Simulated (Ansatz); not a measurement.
# CH4SeSi, SMILES C1[SiH2][Se]1: an active-space calculation

With the Ansatz DFT code, driven from Python.

Run as a notebook:

In [1]:
```python
import ansatz as az

geometry = (
    az.Crystal.molecule()
    .atom("C", (-0.6276, -0.5035, -0.3807))
    .atom("Si", (0.6935, 0.3124, 0.5264))
    .atom("Se", (-0.4174, 1.1943, -1.3621))
    .atom("H", (-0.308, -1.3499, -0.9712))
    .atom("H", (-1.6327, -0.491, 0.1476))
    .atom("H", (0.2995, 0.9962, 1.7756))
    .atom("H", (2.054, -0.2265, 0.2187))
)
```

In [2]:
```python
base = (
    geometry.calculation()
    .basis(gaussian="def2-SVP")
    .correlation(active_electrons=2, active_orbitals=2)
)
for method in ["sc_nevpt2"]:
    summary = (base if method is None else base.correlation(method)).run().report
    space = summary["configurations"]
    state = space["states"][0]
    print(method or "casscf", f"total {summary['free_energy_ev'] / 27.211386246:.6f} Ha, active-space state {state['energy']['hartree']:.6f} Ha, mean field {summary['reference_energy_ev'] / 27.211386246:.6f} Ha")
    print("  determinants", state["n_determinants"], " natural occupations", [round(n, 3) for n in space["natural_occupations"]])
print("effectively unpaired electrons, sum of min(n, 2 - n):", round(sum(min(n, 2 - n) for n in space["natural_occupations"]), 3))
```
```text
sc_nevpt2 total -2729.001008 Ha, active-space state -2728.546795 Ha, mean field -2728.529705 Ha
  determinants 4  natural occupations [1.965, 0.035]
effectively unpaired electrons, sum of min(n, 2 - n): 0.071
```

Total energies depend on the basis set; only differences at equal settings carry meaning. The geometry is a force-field or estimated start, not a minimum of this method, and the basis set is short of its limit. The active space starts as a window about the frontier orbitals and is then optimised, not chosen by chemistry. Run time: 5.8 s on 1 thread of Arm Neoverse V2, on a shared host, peak memory 0.24 GiB.
